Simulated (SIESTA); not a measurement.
# Ta3AsAu2O13 in SIESTA: the effect of basis

Crystal: Ta3AsAu2O13.

```xyz
19
Lattice="5.7238 -0.0075 -0.0040 1.3028 6.2550 0.0056 0.2757 1.3007 8.3675" Properties=species:S:1:pos:R:3 pbc="T T T"
Ta    1.8016    2.6675    4.8901
Ta    0.6106    1.9943    8.3559
Ta    4.2828    4.5395    4.2252
As    4.7578    6.6860    6.9518
Au    3.4916    0.8150    1.5556
Au    1.4492    5.7148    3.7432
O     4.8936    5.2811    5.9496
O     3.3221    1.7411    5.8246
O     6.2809    6.7422    7.6940
O     3.3672    6.6706    7.9235
O     4.5687    1.8638    0.2577
O     1.7240    1.5064    0.9269
O     0.9962    1.2256    4.1088
O     3.3758    2.9946    3.6400
O     0.9058    2.6910    6.5776
O     6.1615    3.9169    3.8186
O     4.0664    5.7780    2.9290
O     2.4385    4.7506    5.2300
O     6.5613    6.2408    1.8957
```

The cell was built by a generator and needn't be a form met in nature.

Alike in all runs:

| Item | Value |
| --- | --- |
| Program | SIESTA 5.4.2 |
| Task | band structure |
| Functional | PBE |
| Potentials or basis | PseudoDojo 0.4 standard (PBE files) |
| Grid cutoff | 800 Ry |
| Energy shift | 0.003 Ry |
| k mesh | 5 × 5 × 4 |
| Occupations | fermi-dirac, width 0.05 eV |
| Spin | no spin polarisation |

```tsv
basis	gap on the mesh (eV)	pressure (GPa)	largest force (eV/Å)
SZ	0.88	10.5	5.25
SZP	1.08	6.9	2.70
DZ	1.04	5.5	1.69
DZP	?	?	?
TZP	1.17	2.6	0.75
TZDP	1.18	3.0	0.90
```

Task: What does the run with basis DZP give?

Result: gap on the mesh 1.16 eV; pressure 3.8 GPa; largest force 0.86 eV/Å.

Caveats: short orbitals over semicore shells can move pressures by several GPa; spin-orbit coupling is left out, which moves the levels of the heavy elements; the basis of atomic orbitals isn't converged, which shifts pressures, moduli and gaps; forces of over 1 eV/Å show positions far from the minimum, so gaps and moduli don't describe the material at rest (some runs); the basis has no polarisation orbitals (some runs).

